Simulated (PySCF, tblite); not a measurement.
# C6H5BClF: geometry, infrared bands and NMR shifts

Aim: predict the infrared bands and NMR shifts of C6H5BClF (`FC1=CC=C(Cl)C=CB1`).

Programs: tblite 0.8.0 and PySCF 2.14.0, with density-fitted response routines of our own. Each step states its level of theory. These are calculated values for one molecule in the gas phase, unless marked as measured. Atoms count from 0, in the outputs and in this text.

## (1) Starting geometry

14 atoms, charge 0, multiplicity 1; geometry from: force field or distance geometry start.

Bonds of the start (Å): F0–C1 1.37, C1–C2 1.34, C2–C3 1.48, C3–C4 1.34, C4–Cl5 1.76, C4–C6 1.49, C6–C7 1.34, C7–B8 1.55, B8–C1 1.55, C2–H9 1.07, C3–H10 1.09, C6–H11 1.09, C7–H12 1.08, B8–H13 1.18.

## (2) Geometry optimisation with GFN2-xTB

What the job is given:

```
{"job": {"kind": "relax", "xc": "GFN2-xTB", "basis": "xTB"}, "charge": 0, "multiplicity": 1}
F      2.990600     0.524600    -0.353700
C      1.670200     0.259000    -0.122600
C      1.277500    -1.015100    -0.206000
C     -0.055300    -1.557100     0.139500
C     -1.252100    -0.956200     0.181500
Cl    -2.649700    -1.962000     0.541800
C     -1.556100     0.458800    -0.156500
C     -0.733300     1.508600    -0.059300
B      0.779500     1.455400     0.285200
H      2.018600    -1.746900    -0.460800
H     -0.048800    -2.631100     0.347900
H     -2.597200     0.672400    -0.377100
H     -1.162300     2.491000    -0.216500
H      1.317800     2.498200     0.434500
```

Launch:

```bash
$ OMP_NUM_THREADS=1 python probes_run.py task.json out
```

This one command runs all jobs of the session in turn.

**Question.** This job is followed by: GFN2-xTB harmonic vibrations, gas phase; GIAO PBE0/pcSseg-1 NMR shielding, non-relativistic, gas phase. Predict these results of the whole session: strongest single infrared mode (GFN2-xTB); zero-point energy (GFN2-xTB); 13C shifts against TMS (PBE0/pcSseg-1); 1H shifts against TMS (PBE0/pcSseg-1); 19F shifts against CFCl3 (PBE0/pcSseg-1); 35Cl shifts against HCl (PBE0/pcSseg-1); 11B shifts against BF3·OEt2 (PBE0/pcSseg-1); surface potential, 1st and 99th percentile.

The runs gave:

```
                                   quantity                                         value
  strongest single infrared mode (GFN2-xTB)                         1080 cm⁻¹, 269 km/mol
               zero-point energy (GFN2-xTB)                                 58.0 kcal/mol
     13C shifts against TMS (PBE0/pcSseg-1)  204.0, 161.2, 158.5, 153.2, 139.6, 139.1 ppm
      1H shifts against TMS (PBE0/pcSseg-1)              8.76, 8.54, 7.95, 7.91, 6.40 ppm
   19F shifts against CFCl3 (PBE0/pcSseg-1)                                     -58.7 ppm
    35Cl shifts against HCl (PBE0/pcSseg-1)                                       321 ppm
11B shifts against BF3·OEt2 (PBE0/pcSseg-1)                                      40.4 ppm
      surface potential, 1st and 99th percentile                            -0.90 V and 1.29 V
```

What this shows: The optimisation took 47 steps and gained 0.419 eV; among the close pairs (by a distance rule), C2–C3 changed most, from 1.480 to 1.402 Å. All 36 modes are real, so the xTB geometry is a minimum. The strongest single mode, at 1080 cm⁻¹, is carried by C1, F0, B8, H13. GFN2-xTB is a fitted tight-binding method: band positions and strengths are rough. Its intensities can rank the bands wrongly. At PBE0/pcSseg-1: The largest span, 561 ppm, is at Cl5, where the paramagnetic term is -516 ppm. NICS(1)zz of -19 ppm above the planar ring from C1 marks a diatropic (aromatic) ring current. By nearest atom (PBE0/pcSseg-1), the HOMO sits on C1, C4 about 17 % each; Cl5 15 % and the LUMO on C1, C3, C7 about 19 % each; C4 14 %.
